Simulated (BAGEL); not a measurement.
# CH4BFN2 (SMILES FB1NCN1) at PBE0/cc-pVDZ (density fitting with qzvpp-jkfit)

Aim: the energy change on altering one bond length of CH4BFN2 at PBE0/cc-pVDZ (density fitting with qzvpp-jkfit), from 2 runs. 

Program for the calculation: BAGEL 1.2.2.

1 further run of the same task is left out (set aside as unsound or not needed).

## Step 1: The molecule

CH4BFN2: 9 atoms, total charge 0, spin state singlet. As SMILES, `FB1NCN1`. The shape is that of a PBE0-D4/def2-TZVP optimisation.

Bond lengths: F1–B2 1.323 Å, B2–N3 1.428 Å, N3–C4 1.464 Å, B2–N5 1.428 Å, C4–N5 1.464 Å, N3–H6 1.004 Å, C4–H7 1.095 Å, C4–H8 1.095 Å, N5–H9 1.004 Å. Some angles: F1–B2–N3 132.9°, F1–B2–N5 132.9°, N3–B2–N5 94.2°, B2–N3–C4 87.3°, N3–C4–N5 91.2°, B2–N5–C4 87.3°, B2–N3–H6 134.0°, C4–N3–H6 123.3°, N3–C4–H7 114.1°, N3–C4–H8 113.3°.

## Step 2: The energy at PBE0/cc-pVDZ (density fitting with qzvpp-jkfit)

calc.json reads:

```json
{ "bagel": [

{
  "title": "molecule",
  "basis": "cc-pvdz.json",
  "df_basis": "qzvpp-jkfit",
  "angstrom": "true",
  "geometry": [
    { "atom": "F", "xyz": [    1.881300,   -0.113600,    1.551000 ] },
    { "atom": "B", "xyz": [    0.864300,   -0.054700,    0.707100 ] },
    { "atom": "N", "xyz": [    0.760400,    0.328200,   -0.664900 ] },
    { "atom": "C", "xyz": [   -0.670600,    0.034300,   -0.566500 ] },
    { "atom": "N", "xyz": [   -0.526700,   -0.350900,    0.838800 ] },
    { "atom": "H", "xyz": [    1.306500,    0.137700,   -1.485600 ] },
    { "atom": "H", "xyz": [   -1.002900,   -0.788500,   -1.208900 ] },
    { "atom": "H", "xyz": [   -1.304900,    0.913000,   -0.726200 ] },
    { "atom": "H", "xyz": [   -1.219100,   -0.152000,    1.538000 ] }
  ]
},
{
  "title": "ks",
  "xc_func": "pbe0"
},
{
  "title": "print",
  "file": "orbitals.molden",
  "orbitals": "true"
}

]}
```

The basis set cc-pVDZ is read from a file made from the Basis Set Exchange's data (not shown).

Command:

```sh
$ BAGEL_NUM_THREADS=1 BAGEL calc.json > calc.out
```

Log:

```text
* using 1 threads per process

  ===============================================================
  ===============================================================

  *** Geometry ***

  { "atom" : "F", "xyz" : [      3.555142,     -0.214673,      2.930965 ] },
  { "atom" : "B", "xyz" : [      1.633290,     -0.103368,      1.336225 ] },
  { "atom" : "N", "xyz" : [      1.436948,      0.620208,     -1.256479 ] },
  { "atom" : "C", "xyz" : [     -1.267250,      0.064818,     -1.070530 ] },
  { "atom" : "N", "xyz" : [     -0.995319,     -0.663105,      1.585102 ] },
  { "atom" : "H", "xyz" : [      2.468927,      0.260215,     -2.807377 ] },
  { "atom" : "H", "xyz" : [     -1.895206,     -1.490049,     -2.284490 ] },
  { "atom" : "H", "xyz" : [     -2.465904,      1.725320,     -1.372319 ] },
  { "atom" : "H", "xyz" : [     -2.303765,     -0.287238,      2.906399 ] },

  Number of auxiliary basis functions:      453

  Since a DF basis is specified, we compute 2- and 3-index integrals:
    o Being stored without compression. Storage requirement is 0.029 GB

  Number of basis functions:       90
  Number of electrons      :       38

    * METHOD: MOLECULE                             0.22

  *** Kohn-Sham DFT ***

    * Removing 18188 points whose weight is below 1.00e-10
    * Grid points: 115966

  === Nuclear Repulsion ===
   166.0363217946

       - DIIS with orbital gradients will be used.

  === KS iteration (pbe0 / cc-pvdz.json) ===
      0       -245.34435479          0.10890659           0.36
      1       -212.27824596          0.22541995           0.35
      2       -237.89126866          0.16376724           0.35
      3       -248.97046783          0.13125007           0.35
      4       -257.59667022          0.12995986           0.35
      5       -274.07437171          0.02129987           0.35
      6       -274.36538894          0.01454587           0.34
      7       -274.47323353          0.00750135           0.35
      8       -274.49722410          0.00483169           0.35
      9       -274.51394276          0.00130557           0.35
     10       -274.51487197          0.00039772           0.36
     11       -274.51495007          0.00007157           0.36
     12       -274.51494876          0.00008497           0.36
     13       -274.51495313          0.00000771           0.36
     14       -274.51495316          0.00000336           0.35
     15       -274.51495317          0.00000082           0.36
     16       -274.51495317          0.00000025           0.35
     17       -274.51495317          0.00000005           0.35
     18       -274.51495317          0.00000005           0.36
     19       -274.51495317          0.00000001           0.36
    * SCF iteration converged.

    * Permanent dipole moment:
           (    0.650888,    -0.037695,     0.540210) a.u.

    * METHOD: KS                                   7.81

    * METHOD: PRINT                                0.02

  ===============================================================
```

It took 8.4 s on 1 thread of Arm Neoverse V1, shared host; peak memory 0.47 GiB.

## Step 3: The distorted shape

input.json reads:

```json
{ "bagel": [

{
  "title": "molecule",
  "basis": "cc-pvdz.json",
  "df_basis": "qzvpp-jkfit",
  "angstrom": true,
  "geometry": [
    { "atom": "F", "xyz": [    2.227512,   -0.213053,    1.201388 ] },
    { "atom": "B", "xyz": [    1.210512,   -0.154153,    0.357488 ] },
    { "atom": "N", "xyz": [    1.106612,    0.228747,   -1.014512 ] },
    { "atom": "C", "xyz": [   -0.324388,   -0.065153,   -0.916112 ] },
    { "atom": "N", "xyz": [   -0.180488,   -0.450353,    0.489188 ] },
    { "atom": "H", "xyz": [    1.652712,    0.038247,   -1.835212 ] },
    { "atom": "H", "xyz": [   -0.656688,   -0.887953,   -1.558512 ] },
    { "atom": "H", "xyz": [   -0.958688,    0.813547,   -1.075812 ] },
    { "atom": "H", "xyz": [   -1.219100,   -0.152000,    1.538000 ] }
  ]
},
{ "title": "ks", "xc_func": "pbe0" },
{ "title": "print", "file": "orbitals.molden", "orbitals": true }

]}
```

The basis set cc-pVDZ is read from a file made from the Basis Set Exchange's data (not shown).

Command:

```sh
$ BAGEL_NUM_THREADS=1 BAGEL input.json > input.out
```

Log:

```text
* using 1 threads per process

  ===============================================================
  ===============================================================

  *** Geometry ***

  { "atom" : "F", "xyz" : [      4.209388,     -0.402612,      2.270294 ] },
  { "atom" : "B", "xyz" : [      2.287536,     -0.291307,      0.675554 ] },
  { "atom" : "N", "xyz" : [      2.091194,      0.432269,     -1.917150 ] },
  { "atom" : "C", "xyz" : [     -0.613004,     -0.123121,     -1.731201 ] },
  { "atom" : "N", "xyz" : [     -0.341073,     -0.851044,      0.924431 ] },
  { "atom" : "H", "xyz" : [      3.123173,      0.072276,     -3.468048 ] },
  { "atom" : "H", "xyz" : [     -1.240960,     -1.677988,     -2.945161 ] },
  { "atom" : "H", "xyz" : [     -1.811658,      1.537381,     -2.032990 ] },
  { "atom" : "H", "xyz" : [     -2.303765,     -0.287238,      2.906399 ] },

  Number of auxiliary basis functions:      453

  Since a DF basis is specified, we compute 2- and 3-index integrals:
    o Being stored without compression. Storage requirement is 0.029 GB

  Number of basis functions:       90
  Number of electrons      :       38

    * METHOD: MOLECULE                             0.22

  *** Kohn-Sham DFT ***

    * Removing 17623 points whose weight is below 1.00e-10
    * Grid points: 116531

  === Nuclear Repulsion ===
   163.9780025305

       - DIIS with orbital gradients will be used.

  === KS iteration (pbe0 / cc-pvdz.json) ===
      0       -244.59545909          0.11144936           0.37
      1       -204.20681611          0.22499023           0.35
      2       -217.38523259          0.17632513           0.35
      3       -230.13629710          0.14702750           0.35
      4       -251.52558122          0.14963866           0.35
      5       -272.09053186          0.05270350           0.35
      6       -274.08926299          0.02378783           0.35
      7       -273.81308099          0.03225201           0.35
      8       -274.28790848          0.01262129           0.35
      9       -274.41724709          0.00403233           0.36
     10       -274.42819021          0.00131715           0.35
     11       -274.42923963          0.00021437           0.35
     12       -274.42926576          0.00008385           0.35
     13       -274.42926849          0.00005495           0.36
     14       -274.42927034          0.00001756           0.35
     15       -274.42927052          0.00000493           0.36
     16       -274.42927053          0.00000262           0.35
     17       -274.42927053          0.00000055           0.36
     18       -274.42927053          0.00000018           0.35
     19       -274.42927053          0.00000015           0.35
     20       -274.42927053          0.00000003           0.35
     21       -274.42927053          0.00000001           0.36
     22       -274.42927053          0.00000001           0.35
    * SCF iteration converged.

    * Permanent dipole moment:
           (    0.629409,    -0.096111,     0.584058) a.u.

    * METHOD: KS                                   8.89

    * METHOD: PRINT                                0.02

  ===============================================================
```

It took 9.3 s on 1 thread of Arm Neoverse V1, shared host; peak memory 0.47 GiB.

## Step 4: What came out

Level: PBE0/cc-pVDZ (density fitting with qzvpp-jkfit).

| quantity | value |
| --- | --- |
| first shape: total energy | -274.51495 Eh |
| first shape: dipole moment | 2.15 D |
| first shape: HOMO energy | -7.05 eV |
| first shape: LUMO energy | 2.10 eV |
| first shape: HOMO–LUMO gap | 9.15 eV |
| distorted shape: total energy | -274.42927 Eh |
| distorted shape: dipole moment | 2.20 D |
| distorted shape: HOMO energy | -6.97 eV |
| distorted shape: LUMO energy | -1.10 eV |
| distorted shape: HOMO–LUMO gap | 5.87 eV |
| energy change with the N5–H9 bond stretched from 1.004 to 1.506 Å | 2.332 eV |

In words: With the N5–H9 bond stretched from 1.004 to 1.506 Å the energy rises by 2.33 eV (225 kJ/mol). The first shape isn't relaxed at this level, so the change isn't measured from a minimum.
